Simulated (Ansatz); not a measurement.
**AlF₃H₂O: up Jacob's ladder to CCSD(T)**

An exercise on one series of results from a longer session: the logs are not shown, and one member is left open.

Program: Ansatz 0.2.0, Gaussian basis. Level of theory: functionals in def2-TZVPP, the program's frozen cores in correlated methods. These are calculated values, not measurements.

Plan: LDA (SPW92), PBE-D4, revPBE-D4, BLYP-D4, r2SCAN-D4, B97M-V, PBE0-D4, B3LYP-D4, r2SCANh-D4, r2SCAN0-D4, HSE06-D4, BHLYP-D4, CAM-B3LYP-D4, LC-ωPBE, ωB97X-V, ωB97M-V, B2PLYP, PBE-QIDH; CCSD(T)/def2-SVP; CCSD(T)/def2-TZVPP; MP2/def2-QZVPP; extrapolation to the limit; RPA on PBE.

## The relaxed structure

All runs share one geometry, relaxed beforehand with PBE0-D4 in a triple-zeta def2 set.

SMILES `[OH2+][Al-]([F])([F])[F]`, 7 atoms, charge 0, spin multiplicity 1.

Atoms are counted from 1 here; the program's logs count them from 0.

Bond lengths: O1–Al2 1.937 Å, O1–H6 0.965 Å, O1–H7 0.965 Å, Al2–F3 1.655 Å, Al2–F4 1.644 Å, Al2–F5 1.655 Å. Angles: Al2–O1–H6 112.3°, Al2–O1–H7 112.3°, H6–O1–H7 108.5°, O1–Al2–F3 96.2°, O1–Al2–F4 105.3°, O1–Al2–F5 96.2°, F3–Al2–F4 117.2°, F3–Al2–F5 118.0°, F4–Al2–F5 117.2°.

The first run:

Input file in.yaml:

```yaml
crystal:
  periodic: [false, false, false]
  atoms:
    - {symbol: O, position_ang: [-0.871034, 0.586122, 0.358029]}
    - {symbol: Al, position_ang: [0.496001, -0.551030, -0.409891]}
    - {symbol: F, position_ang: [0.962532, -1.255219, 1.013295]}
    - {symbol: F, position_ang: [-0.290359, -1.501313, -1.496859]}
    - {symbol: F, position_ang: [1.430081, 0.675140, -1.012381]}
    - {symbol: H, position_ang: [-0.962386, 0.456163, 1.310015]}
    - {symbol: H, position_ang: [-0.703634, 1.522036, 0.191991]}
basis:
  gaussian: {orbitals: def2-TZVPP}
hamiltonian: {xc: lda}
output: {orbitals: {seedname: orbitals}}
```

Steps of the session up to this table: LDA; PBE-D4 (GGA); revPBE-D4 (GGA); BLYP-D4 (GGA); r2SCAN-D4 (meta-GGA); B97M-V (meta-GGA); PBE0-D4 (hybrid); B3LYP-D4 (hybrid); r2SCANh-D4 (hybrid); r2SCAN0-D4 (hybrid); HSE06-D4 (hybrid); BHLYP-D4 (hybrid); CAM-B3LYP-D4 (range-separated); LC-ωPBE-D4 (range-separated; the results give it without D4); ωB97X-V (range-separated); ωB97M-V (range-separated); B2PLYP (double hybrid); PBE-QIDH (double hybrid).

One table of the session follows, with a row left open; its other results are not shown here.

It belongs to the step «Frontier levels by functional». 

| functional | HOMO (eV) | gap (eV) |
| --- | --- | --- |
| LDA (SPW92) | -8.82 | 6.89 |
| PBE-D4 | -8.55 | 6.76 |
| revPBE-D4 | -8.45 | 6.73 |
| BLYP-D4 | -8.49 | 6.61 |
| r2SCAN-D4 | -9.04 | 7.98 |
| B97M-V | -9.14 | 7.64 |
| PBE0-D4 | -10.63 | 9.75 |
| B3LYP-D4 | ? | ? |
| r2SCANh-D4 | -9.82 | 9.03 |
| r2SCAN0-D4 | -11.00 | 10.60 |
| HSE06-D4 | -10.21 | 8.96 |
| BHLYP-D4 | -12.70 | 12.44 |
| CAM-B3LYP-D4 | -12.22 | 12.09 |
| LC-ωPBE | -13.51 | 14.82 |
| ωB97X-V | -13.19 | 14.29 |
| ωB97M-V | -13.17 | 13.80 |

Estimate the missing values for B3LYP-D4.

Worked estimate for «HOMO (eV)». Against the share of exact exchange, BLYP-D4 (0, -8.49), BHLYP-D4 (0.5, -12.70) give a slope of -8.42 per unit share; at 0.2 the line stands at -10.17.

As computed: HOMO (eV): -10.32; gap (eV): 9.01. In «HOMO (eV)» the line misses by +0.15.
